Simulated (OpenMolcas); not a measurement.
**Sc²⁺ among point charges: CASSCF and CASPT2 levels and susceptibility**

Aim: the splitting of the states of Sc²⁺ in the field of 6 point charges, its lowest levels with spin-orbit coupling and its magnetic susceptibility.

Method: state-averaged CASSCF and CASPT2, spin-orbit coupling by RASSI with atomic mean-field integrals. Code: OpenMolcas 26.06.

## Step 1: The atom as given

- Species: Sc²⁺ (scandium, Z = 21, 19 electrons)
- Basis: ANO-RCC-VDZP [5s4p2d1f], 34 functions
- Scalar Hamiltonian: DKH2, point nucleus
- Inactive shells: 1s 2s 2p 3s 3p
- Active space: 1 electron in 5 orbitals (3d)
- Some configurations of this space: 3d
- Orbitals: optimised for each spin and parity, averaged over all roots

The outer shells:

3d
```
3d [↑ ][  ][  ][  ][  ]
```

The ion sits among 6 point charges of -1 e arranged as an octahedron (Oh), 2.13 Å from the ion.

The work runs as a chain of OpenMolcas steps in one folder; each step below is one input file. Labels, J, g values, rates, χT and fits are worked out afterwards by a script from the matrices that RASSI stores. The input lists half of the charges; inversion (Group=XYZ) makes the rest.

## Step 2: GATEWAY and SEWARD: basis and integrals

Input file a.inp:

```
&GATEWAY
Coord
1

Sc 0.0 0.0 0.0
Basis=ANO-RCC-VDZP
Group=XYZ
NoMove
AngMom=0.0 0.0 0.0
AMFI
XField
3 Angstrom 0
2.130000 0.000000 0.000000 -1.000000
0.000000 2.130000 0.000000 -1.000000
0.000000 0.000000 2.130000 -1.000000
&SEWARD
```

Launch:

```bash
$ OMP_NUM_THREADS=1 MOLCAS_MEM=1689 MOLCAS_PROJECT=a pymolcas a.inp > a.log
```

## Step 3: CASSCF: doublets of even parity, 5 roots

Input file a.inp:

```
&RASSCF
FileOrb=start.orb
Symmetry=1
Spin=2
nActEl=1 0 0
Inactive=3 6
Ras2=5 0
CIRoot=5 5 1
SDav=5
CIMx=300
Iter=120 100
PrWF=0.3
OrbListing=Nothing
MaxOrb=0
>>> COPY $Project.JobIph JOB001
```

start.orb holds the contracted functions of the basis, ordered by shell, or the orbitals of the step before.

## Step 4: RASSI: spin-orbit coupling between the states

Input file a.inp:

```
&RASSI
NrOfJobIphs=1 5
1 2 3 4 5
IphNames
JOB001
EJob
SpinOrbit
DIPRint=1.0
SOCoupling=1000.0
Subsets=2
Property=9
'ANGMOM' 1 'ANGMOM' 2 'ANGMOM' 3 'MLTPL  1' 1 'MLTPL  1' 2 'MLTPL  1' 3
'AMFI' 1 'AMFI' 2 'AMFI' 3
SOProperty=3
'ANGMOM' 1 'ANGMOM' 2 'ANGMOM' 3
```

## Step 5: CASPT2: IPEA 0.25, imaginary shift 0.1 (closed shells correlated: 3s 3p)

Input file a.inp:

```
>>> COPY JOB001 $Project.JobIph
&CASPT2
Multistate=5 1 2 3 4 5
NoMult
Frozen=2 3
IPEA=0.25
Imaginary=0.1
MaxIter=60
WThr=0.0 0.3 0.05
PrWF=0.5
NoMix
```

(Steps that only read results are left out.)

What does the calculation give? Wanted: spin-free ground state; first state of the same spin within the active space; lowest level; next level.

The runs gave:

| quantity | value |
| --- | --- |
| method | SS-CASPT2, IPEA 0.25, imaginary shift 0.1 (closed shells correlated: 3s 3p) |
| spin-free ground state | 2T2, 3-fold in its orbital part |
| first state of the same spin within the active space | 2E at 7730 cm⁻¹ |
| lowest level | 4-fold Γ8 |
| next level | 107.7 cm⁻¹ |
| χT at 300 K | 0.56 cm³ K/mol |
| effective moment at 300 K | 2.11 μB |

Cost by method:

| method | time of its own steps | time with the reference |
| --- | --- | --- |
| A. CASSCF | 1.6 s | 1.6 s |
| B. SS-CASPT2, IPEA 0.25, imaginary shift 0.1, +3s 3p | 0.5 s | 2.1 s |

Times are of one thread on a shared host.

In words: The spin-free ground state (2T2) comes to 100 % from free-ion D terms and keeps the highest spin of the shell. χT at 300 K is 0.56, against 0.38 cm³ K/mol for the spin alone, so orbital moment adds to it. A ligand-field fit to the states below 45000 cm-1 gives 10Dq = 7733 cm-1, the gap between the two states. CASPT2 does not keep the components of a term degenerate, and the means are used. The field of point charges can differ much from that of real complexes. Point charges carry no covalency, so the field is a model and not that of real ligands.
